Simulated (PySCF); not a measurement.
# C3H6BP: the cost of one run

Programs: PySCF 2.14.0, with density-fitted response routines of our own. Each step states its level of theory. These are calculated values for one molecule, in the gas phase or a continuum, unless marked as measured. Atoms count from 0, in the outputs and in this text.

**1. The starting structure**

11 atoms, charge 0, multiplicity 1; geometry from: GFN2-xTB. The atoms were then displaced at random by about 0.01 Å, so the start is not that level's minimum.

Bonds of the start (Å): C0–C1 1.41, C1–C2 1.20, C2–B3 1.54, B3–P4 1.85, C0–H5 1.10, C0–H6 1.11, C0–H7 1.08, B3–H8 1.17, P4–H9 1.40, P4–H10 1.39.

**2. Geometry optimisation at PBE0-D3(BJ)/def2-SVP**

Job settings and geometry (Å):

```
{"job": {"xc": "PBE0", "basis": "def2-SVP", "d3": "d3bj", "grid": 1, "shake": 0.01, "kind": "geom"}, "charge": 0, "multiplicity": 1}
C     -2.365330     0.706140     0.489000
C     -1.117780     0.079620     0.282000
C     -0.068630    -0.471380     0.108440
B      1.312990    -1.119230    -0.077570
P      2.720400    -0.135000    -0.769000
H     -2.436680     1.136840     1.495680
H     -2.495000     1.551110    -0.221640
H     -3.185410     0.025860     0.344180
H      1.410110    -2.268720     0.117020
H      2.541760     1.063920    -0.075850
H      3.721690    -0.595010     0.077010
```

On the command line:

```bash
$ OMP_NUM_THREADS=1 python probes_run.py task.json out
```

The driver reads the jobs from task.json and runs them one after another.

**Question.** How long does this first job take on 1 thread of Arm Neoverse V1, shared host, and how much memory does it need?

About 20 s, with a peak of 0.41 GiB.
